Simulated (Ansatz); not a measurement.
**C₃N₃Si radical: up Jacob's ladder to CCSD(T)**

Aim: compute C₃N₃Si radical with functionals from several rungs and with coupled cluster. The yardstick is the atomisation energy at the CCSD(T) limit.

The runs use Ansatz 0.2.0, Gaussian basis; functionals in def2-TZVPP, the program's frozen cores in correlated methods.

Plan: LDA (SPW92), PBE-D4, revPBE-D4, BLYP-D4, r2SCAN-D4, B97M-V, PBE0-D4, B3LYP-D4, r2SCANh-D4, r2SCAN0-D4, HSE06-D4, BHLYP-D4, CAM-B3LYP-D4, LC-ωPBE, ωB97X-V, ωB97M-V, B2PLYP, PBE-QIDH; CCSD(T)/def2-SVP; CCSD(T)/def2-TZVPP; MP2/def2-QZVPP; extrapolation to the limit; RPA on PBE.

## 1. The relaxed structure

All runs share one geometry, relaxed beforehand with PBE0-D4 in a triple-zeta def2 set.

7 atoms, charge 0, spin multiplicity 2.

Atoms are counted from 1 here; the program's logs count them from 0.

Bond lengths: N1–C2 1.154 Å, C2–Si3 1.814 Å, Si3–C4 1.814 Å, Si3–C6 1.814 Å, C4–N5 1.154 Å, C6–N7 1.154 Å. Angles: N1–C2–Si3 174.7°, C2–Si3–C4 111.2°, C2–Si3–C6 111.2°, C4–Si3–C6 111.1°, Si3–C4–N5 174.7°, Si3–C6–N7 174.7°.

## 2. LDA

This LDA is Slater exchange with PW92 correlation.

File in.yaml:

```yaml
crystal:
  periodic: [false, false, false]
  atoms:
    - {symbol: N, position_ang: [1.867202, -2.125942, 0.507832]}
    - {symbol: C, position_ang: [1.247340, -1.179391, 0.283178]}
    - {symbol: Si, position_ang: [0.419132, 0.391811, -0.084178]}
    - {symbol: C, position_ang: [-0.543315, 0.282586, -1.617571]}
    - {symbol: N, position_ang: [-1.091483, 0.289517, -2.632521]}
    - {symbol: C, position_ang: [-0.619940, 0.924084, 1.303762]}
    - {symbol: N, position_ang: [-1.217837, 1.349335, 2.193898]}
basis:
  gaussian: {orbitals: def2-TZVPP}
magnetization: {spin_polarized: true, initial_magnetization: 1}
hamiltonian: {xc: lda}
output: {orbitals: {seedname: orbitals}}
```

On the command line:

```console
$ ansatz run in.yaml --threads 4 --pin off --events-out ev --progress --plain --max-ram 10444MiB
```

Further steps of the session: PBE-D4 (GGA); revPBE-D4 (GGA); BLYP-D4 (GGA); r2SCAN-D4 (meta-GGA); B97M-V (meta-GGA); PBE0-D4 (hybrid); B3LYP-D4 (hybrid); r2SCANh-D4 (hybrid); r2SCAN0-D4 (hybrid); HSE06-D4 (hybrid); BHLYP-D4 (hybrid); CAM-B3LYP-D4 (range-separated); LC-ωPBE (range-separated); ωB97X-V (range-separated); ωB97M-V (range-separated); B2PLYP (double hybrid); PBE-QIDH (double hybrid); CCSD(T) in def2-SVP; CCSD(T) in def2-TZVPP; MP2 in def2-QZVPP; RPA on PBE orbitals.

Q: Predict the results of all the runs planned. Wanted: atomisation energy, CCSD(T)/CBS; farthest beyond LDA; mean size of error, GGA; mean size of error, meta-GGA; mean size of error, hybrid; mean size of error, range-separated; mean size of error, double hybrid; gap, smallest and largest; T1 diagnostic.

As calculated:

| quantity | value |
| --- | --- |
| atomisation energy, CCSD(T)/CBS | 834.8 kcal/mol |
| functionals within 4.2 kcal/mol (0.5 %) | PBE-QIDH |
| farthest beyond LDA | PBE-D4 (+61.9 kcal/mol) |
| mean size of error, GGA | 43.0 kcal/mol |
| mean size of error, meta-GGA | 6.3 kcal/mol |
| mean size of error, hybrid | 21.8 kcal/mol |
| mean size of error, range-separated | 7.9 kcal/mol |
| mean size of error, double hybrid | 5.0 kcal/mol |
| gap, smallest and largest | 1.01 eV (LDA (SPW92)), 8.28 eV (LC-ωPBE) |
| T1 diagnostic | 0.0342 |
| triples share of the correlation energy | 5.4 % |

**Reading.** LDA overbinds by 160.4 kcal/mol (19 %). PBE-D4 is off by +61.9 kcal/mol. Double hybrids carry the basis error of their MP2 part in triple zeta, and no dispersion term here, so their miss is partly the set-up's. Taken by rung, double hybrid functionals do best (5.0 kcal/mol on average) and GGA ones worst beyond LDA (43.0 kcal/mol). The gap between the best rungs is small, so their order is not settled. RPA and LDA stand outside this count. The reference freezes the cores and leaves out relativity and excitations past (T), so misses under about 4.2 kcal/mol can't be ranked. Hartree-Fock recovers 62 % of the binding; the rest is correlation. CCSD(T) in def2-SVP is off by -53.2 kcal/mol, worse than the median functional, from the basis alone. Orbital gaps span 1.0 to 8.3 eV; exact exchange widens them. The UHF reference is spin-contaminated (⟨S²⟩ = 0.99 against 0.75).
